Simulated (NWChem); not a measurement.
**Volume series of BP (zincblende structure): lattice constant and bulk modulus**

All runs are NWChem calculations. Level: revPBE, default library pseudopotentials (valence charges P 5, B 3), cutoff 30 Ha, shifted 4×4×4 mesh, two-atom cell, no spin-orbit coupling. The cell is scaled uniformly; the run nearest the minimum isn't listed, and energies count from the lowest row shown.

```tsv
volume (Å³/cell)	E (meV/atom)
21.98	20.9
22.45	7.7
22.92	0.1
23.85	0.0
24.32	6.5
24.79	?
```

**Question.** Fit the energy as a cubic in V^(−2/3), give the equilibrium lattice constant and bulk modulus, and predict the withheld row.

**Answer.** The minimum lies at V₀ = 23.39 Å³, so a₀ = (4V₀)^(1/3) = 4.540 Å, and B₀ = V·d²E/dV² ≈ 160 GPa. The fit predicts 16.8 meV/atom at 24.79 Å³; the run gave 16.8.
